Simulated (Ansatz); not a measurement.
# HfGeTe: a short molecular-dynamics run

A trajectory of HfGeTe, a randomly packed cell with 6 atoms that was not relaxed first: 40 steps of 0.5 fs under a Langevin thermostat and barostat at 2000 K and 0 GPa.

Program: Ansatz 0.2.0. Level of theory: DFT PBE, plane waves, PAW, scalar-relativistic, no spin polarisation. These are calculated values, not measurements.

## 1. The structure to begin with

The cell holds 6 atoms (Ge2Hf2Te2): a = 4.991 Å, b = 5.645 Å, c = 5.254 Å, α = 86.31°, β = 96.35°, γ = 98.35°.

As a file:

```xyz
6
Lattice="4.9839 -0.2414 -0.1114 -0.5310 5.5336 0.9818 -0.4961 -0.6244 5.1934" Properties=species:S:1:pos:R:3 pbc="T T T"
Hf    0.6893    4.0976    4.6706
Hf    0.8711    0.6677    1.2948
Te    3.3761    1.9932    2.3329
Te    2.7803    0.9219    4.8130
Ge    3.6657    4.0659    0.7420
Ge    0.2931    1.3365    3.9947
```

## 2. The run

input.yaml reads:

```yaml
crystal:
  lattice:
    - [4.983895, -0.241437, -0.111421]
    - [-0.530971, 5.533615, 0.9818]
    - [-0.496143, -0.624422, 5.19337]
  atoms:
    - { symbol: Hf, position: [0.301981, 0.838007, 0.7474] }
    - { symbol: Hf, position: [0.213675, 0.155316, 0.224535] }
    - { symbol: Te, position: [0.762044, 0.436666, 0.383004] }
    - { symbol: Te, position: [0.677536, 0.296063, 0.885324] }
    - { symbol: Ge, position: [0.819206, 0.772146, 0.014475] }
    - { symbol: Ge, position: [0.164584, 0.328885, 0.710545] }
kpoints:
  mp_grid: { grid: [3, 3, 3] }
magnetization:
  spin_polarized: false
scf:
  occupations: { method: fermi_dirac, width: 0.05 }
hamiltonian:
  pseudopotentials: { kind: paw }
  xc: pbe
basis:
  ecutwfc: 420
md:
  timestep: 0.5
  n_steps: 40
  ensemble: npt_langevin
  temperature: 2000.0
  initial_velocities: maxwell_boltzmann
  seed: 504999
  pressure: 0.0
```

Started as:

```console
$ ansatz run input.yaml --threads 2 --pin off --max-ram 2560MiB --backend cpu --events-out ev --progress --plain --runs-dir out
```

The log of the run (excerpt; [...] marks lines left out):

```text
Warning: md: disabling space-group detection — thermal motion breaks the input geometry's symmetry, so no spatial operation reduces the k-mesh or symmetrises the density; time reversal is kept, so that k and −k are solved as one point where they differ and the mesh holds both, and exact [...]
Warning: RAYON_NUM_THREADS=2 ignored (pool sized by the plan → 2); use --threads N
[...]
Pseudopotentials: kind: paw
Pseudopotential: Hf, paw, valence charge 26, recommended cutoff 420 eV (normal), Hf.paw.azcp
Pseudopotential: Te, paw, valence charge 16, recommended cutoff 420 eV (normal), Te.paw.azcp
Pseudopotential: Ge, paw, valence charge 14, recommended cutoff 420 eV (normal), Ge.paw.azcp
Functional definition: PBE
[...]
Crystal: 6 atoms, lattice volume = 145.392 Å³
Basis set: ecut = 420 eV (smoothed over ±3.0 %; plane waves to 437.0 eV, density to 1747.9 eV), 3011 PW (Γ), exchange–correlation on 72×80×72 points (8 copies of the dense FFT grid, shifted against one another)
Bands: 68, of which v1, the nominal top of the filled ones, is band 56 counted from 1 (55 counted from 0)
Symmetry: 1 space group operations
k-points: 14 of 27 (time reversal used)
[...]
SCF iter   1: F=—  HF=-53989.029420 eV  |F-HF|=—  |Δ(HF+E_count)|=         —  Δρ=5.14e-3  dr2=9.74e-2  ethr=1.77e-3  ⟨swp⟩=6.0  Hψ=3449  notcnv=0
[...]
md step     0: t =     0.00 fs  T =  1666.7 K  F+E_penalty+E_count = -53989.01640467 eV  E_kin = 1.292600 eV  conserved = -53988.58199360 eV  P_inst = 10.1136 GPa  V = 145.3921 Å³  selection 1  (10 SCF iters)
[...]
md step     4: t =     2.00 fs  T =  1646.7 K  F+E_penalty+E_count = -53988.97422060 eV  E_kin = 1.277095 eV  conserved = -53988.58199138 eV  P_inst = 10.1080 GPa  V = 145.4267 Å³  selection 1  (7 SCF iters)
md step     5: t =     2.50 fs  T =  1675.6 K  F+E_penalty+E_count = -53988.96449296 eV  E_kin = 1.299523 eV  conserved = -53988.58198715 eV  P_inst = 10.1134 GPa  V = 145.4597 Å³  selection 1  (4 SCF iters)
```

## 3. More of the same log

Output, continued (excerpt; [...] marks lines left out):

```text
md step     6: t =     3.00 fs  T =  1583.3 K  F+E_penalty+E_count = -53988.95614084 eV  E_kin = 1.227966 eV  conserved = -53988.58198874 eV  P_inst = 10.0300 GPa  V = 145.5225 Å³  selection 1  (5 SCF iters)
[...]
md step    14: t =     7.00 fs  T =  1411.0 K  F+E_penalty+E_count = -53988.90785159 eV  E_kin = 1.094295 eV  conserved = -53988.58196060 eV  P_inst = 9.5060 GPa  V = 146.3265 Å³  selection 1  (4 SCF iters)
[...]
md step    22: t =    11.00 fs  T =  1256.4 K  F+E_penalty+E_count = -53988.88721358 eV  E_kin = 0.974452 eV  conserved = -53988.58195160 eV  P_inst = 9.1874 GPa  V = 146.8131 Å³  selection 1  (4 SCF iters)
[...]
md step    30: t =    15.00 fs  T =  1149.3 K  F+E_penalty+E_count = -53988.93052546 eV  E_kin = 0.891316 eV  conserved = -53988.58196011 eV  P_inst = 8.6056 GPa  V = 147.6091 Å³  selection 1  (7 SCF iters)
[...]
  atom   3  Te    -1.03538532     0.83652376    -0.18376493
  atom   4  Te    -1.03171098    -2.97870813    -0.10066522
  atom   5  Ge     0.37726666     2.25905207    -0.54554752
  atom   6  Ge     1.94975985    -1.36246280     0.12254270
[...]
--- Stress (GPa, compression-positive) ---
        8.226358       1.344302       0.149640
        1.344302       2.337778      -4.031175
        0.149640      -4.031175       8.398657
  P = ⅓ Tr σ = 6.3209 GPa (63.209 kbar)
--- MD trajectory: 40 steps, t = 0.0 → 20.0 fs ---
  final state: T = 1434.3 K   F+E_penalty+E_count = -53989.11972993 eV   E_kin = 1.112422 eV
  conserved energy: peak-to-peak 5.013e-5 eV (8.354e-6 eV/atom) at the most on one of 2 selections of grids, which stood over 15.5 fs
  cell: V = 149.9980 Å³ at the end; means of 41 rows, the approach among them: V = 146.9484 Å³, P_inst = 9.0873 GPa
  mean static stress (GPa): xx 10.4814  yy 3.3713  zz 11.0815  yz -4.4930  xz 0.2010  xy 1.2712
  the result is of one more SCF, on plane waves selected at the last cell: its energy does not rank with the rows'
```

Wall time 7.5 min (2 threads of Arm Neoverse N1, shared host); peak memory 0.61 GiB.

## 4. Frames and traces

The trajectory, every 2 steps (energies from step 0); msd is the mean square displacement from the start, the centre of mass held:

```csv
time (fs),T (K),potential energy change (meV/atom),conserved energy change (meV/atom),volume (Å³/atom),pressure (GPa),msd Ge (Å²),msd Te (Å²),msd Hf (Å²)
0.0,1667,0.0,0.00,24.23,10.1,0.000,0.000,0.000
1.0,1727,3.6,0.00,24.23,10.2,0.000,0.000,0.000
2.0,1647,7.0,0.00,24.24,10.1,0.000,0.000,0.000
3.0,1583,10.0,0.00,24.25,10.0,0.001,0.000,0.000
4.0,1552,12.3,0.00,24.29,9.9,0.001,0.001,0.000
5.0,1617,14.4,0.00,24.33,9.8,0.002,0.001,0.000
6.0,1603,16.7,0.00,24.36,9.7,0.003,0.001,0.000
7.0,1411,18.1,0.01,24.39,9.5,0.004,0.002,0.000
8.0,1267,18.9,0.01,24.42,9.3,0.005,0.002,0.001
9.0,1350,19.6,0.01,24.44,9.3,0.006,0.002,0.001
10.0,1275,20.5,0.01,24.46,9.2,0.007,0.003,0.001
11.0,1256,21.5,0.01,24.47,9.2,0.008,0.004,0.001
12.0,982,21.2,0.01,24.49,9.0,0.010,0.004,0.001
13.0,1018,19.8,0.01,24.52,8.9,0.011,0.005,0.001
14.0,1012,17.5,0.01,24.56,8.7,0.012,0.006,0.002
15.0,1149,14.3,0.01,24.60,8.6,0.012,0.007,0.002
16.0,1174,10.0,0.00,24.66,8.4,0.013,0.008,0.002
17.0,1299,4.6,0.00,24.74,8.1,0.014,0.009,0.003
18.0,1471,-2.1,0.00,24.82,7.9,0.015,0.010,0.003
19.0,1477,-9.5,0.00,24.91,7.5,0.016,0.011,0.003
20.0,1434,-17.2,0.00,25.00,7.1,0.017,0.013,0.004
```

time (fs), T (K) and a bar:
```
      0.0       1667 ############################
      1.0       1727 ##############################
      1.5       1602 #########################
      2.5       1676 ############################
      3.5       1623 ##########################
      4.5       1570 ########################
      5.0       1617 ##########################
      6.0       1603 #########################
      7.0       1411 #################
      8.0       1267 ###########
      8.5       1273 ############
      9.5       1210 #########
     10.5       1335 ##############
     11.5       1117 #####
     12.0        982 
     13.0       1018 #
     14.0       1012 #
     15.0       1149 #######
     15.5       1162 #######
     16.5       1280 ############
     17.5       1431 ##################
     18.5       1492 #####################
     19.0       1477 ####################
     20.0       1434 ##################
```

## 5. Frames from the trajectory

Extended XYZ, with forces in eV/Å:

```xyz
6
Lattice="4.985 -0.241 -0.111 -0.531 5.534 0.982 -0.496 -0.625 5.194" Properties=species:S:1:pos:R:3:forces:R:3 pbc="T T T" time_fs=2.5 T=1676 dE=0.0519
Hf    0.690    4.088    4.672   -0.159    0.415    0.440
Hf    0.874    0.666    1.293   -0.229   -0.098    0.120
Te    3.386    2.009    2.343   -0.894    0.923   -0.057
Te    2.779    0.917    4.812   -1.062   -2.883   -0.170
Ge    3.672    4.052    0.734    0.377    2.278   -0.411
Ge    0.273    1.355    3.998    1.967   -0.635    0.078
6
Lattice="4.990 -0.242 -0.112 -0.532 5.541 0.983 -0.497 -0.625 5.200" Properties=species:S:1:pos:R:3:forces:R:3 pbc="T T T" time_fs=5.0 T=1617 dE=0.0861
Hf    0.691    4.082    4.678   -0.145    0.535    0.465
Hf    0.880    0.665    1.293   -0.236   -0.069    0.146
Te    3.395    2.027    2.354   -0.987    0.922   -0.158
Te    2.779    0.914    4.816   -1.225   -2.969   -0.100
Ge    3.682    4.042    0.731    0.398    2.362   -0.454
Ge    0.256    1.376    4.007    2.195   -0.781    0.100
6
Lattice="4.996 -0.242 -0.112 -0.532 5.547 0.984 -0.497 -0.626 5.206" Properties=species:S:1:pos:R:3:forces:R:3 pbc="T T T" time_fs=7.5 T=1446 dE=0.1113
Hf    0.692    4.076    4.683   -0.114    0.649    0.487
Hf    0.885    0.662    1.296   -0.243   -0.026    0.159
Te    3.402    2.046    2.364   -1.051    0.915   -0.235
Te    2.776    0.913    4.820   -1.304   -3.040   -0.052
Ge    3.694    4.033    0.724    0.409    2.426   -0.484
Ge    0.244    1.399    4.015    2.303   -0.924    0.125
6
Lattice="4.999 -0.242 -0.112 -0.533 5.551 0.985 -0.498 -0.626 5.209" Properties=species:S:1:pos:R:3:forces:R:3 pbc="T T T" time_fs=10.0 T=1275 dE=0.1228
Hf    0.694    4.071    4.688   -0.071    0.754    0.502
Hf    0.892    0.656    1.297   -0.253    0.022    0.180
Te    3.408    2.063    2.371   -1.086    0.896   -0.276
Te    2.772    0.910    4.822   -1.320   -3.083   -0.031
Ge    3.707    4.027    0.718    0.407    2.461   -0.510
Ge    0.237    1.421    4.024    2.323   -1.049    0.134
6
Lattice="5.003 -0.242 -0.112 -0.533 5.554 0.985 -0.498 -0.627 5.213" Properties=species:S:1:pos:R:3:forces:R:3 pbc="T T T" time_fs=12.5 T=962 dE=0.1235
Hf    0.695    4.067    4.693   -0.029    0.845    0.511
Hf    0.899    0.651    1.299   -0.264    0.068    0.201
Te    3.414    2.081    2.377   -1.120    0.876   -0.267
Te    2.768    0.906    4.827   -1.321   -3.105   -0.047
Ge    3.718    4.024    0.714    0.403    2.480   -0.543
Ge    0.232    1.439    4.029    2.332   -1.163    0.145
6
Lattice="5.009 -0.243 -0.112 -0.534 5.562 0.987 -0.499 -0.628 5.220" Properties=species:S:1:pos:R:3:forces:R:3 pbc="T T T" time_fs=15.0 T=1149 dE=0.0859
Hf    0.697    4.065    4.700    0.004    0.923    0.513
Hf    0.905    0.650    1.302   -0.277    0.107    0.209
Te    3.421    2.103    2.384   -1.119    0.858   -0.229
Te    2.766    0.902    4.835   -1.270   -3.105   -0.075
Ge    3.731    4.025    0.706    0.398    2.464   -0.561
Ge    0.230    1.454    4.035    2.264   -1.247    0.142
6
Lattice="5.021 -0.243 -0.112 -0.535 5.575 0.989 -0.500 -0.629 5.232" Properties=species:S:1:pos:R:3:forces:R:3 pbc="T T T" time_fs=17.5 T=1431 dE=0.0086
Hf    0.701    4.065    4.712    0.033    0.998    0.513
Hf    0.914    0.647    1.306   -0.294    0.148    0.207
Te    3.429    2.127    2.394   -1.092    0.847   -0.199
Te    2.765    0.897    4.848   -1.171   -3.062   -0.099
Ge    3.748    4.034    0.697    0.388    2.387   -0.557
Ge    0.231    1.470    4.042    2.135   -1.318    0.135
6
Lattice="5.036 -0.244 -0.113 -0.537 5.591 0.992 -0.501 -0.631 5.248" Properties=species:S:1:pos:R:3:forces:R:3 pbc="T T T" time_fs=20.0 T=1434 dE=-0.1033
Hf    0.707    4.070    4.726    0.051    1.056    0.512
Hf    0.925    0.646    1.314   -0.311    0.189    0.195
Te    3.437    2.155    2.406   -1.035    0.837   -0.184
Te    2.764    0.891    4.862   -1.032   -2.979   -0.101
Ge    3.766    4.050    0.688    0.377    2.259   -0.546
Ge    0.235    1.487    4.051    1.950   -1.362    0.123
```

## 6. What came out

| quantity | value |
| --- | --- |
| length | 40 steps of 0.5 fs |
| temperature, first and last step | 1667 and 1434 K |
| temperature, second half | mean 1229 K, from 962 to 1492 K |
| potential energy, second half | +10 meV/atom from the start |
| largest change of the conserved energy | 0.01 meV/atom |
| volume, first and last step | 24.23 and 25.00 Å³/atom |
| mean square displacement, second half | Ge 0.012, Te 0.007, Hf 0.002 Å² |

Against a set 2000 K the second half averages 1229 K with a spread of 180 K (in equilibrium 6 atoms would scatter by about 667 K, over a far longer run). The conserved energy strays from its start by at most 0.01 meV/atom, under 0.1 % of the mean kinetic energy, which is good for a step of 0.5 fs. Over the second half Ge atoms stand 0.1 Å (root mean square) from where they began, and the farthest move is 0.2 Å. The volume changes by +3.2 % from first to last step, and is still moving at the end, so it is no equilibrium value. A run of 20 fs with 6 atoms shows the motion but fixes no equilibrium value.
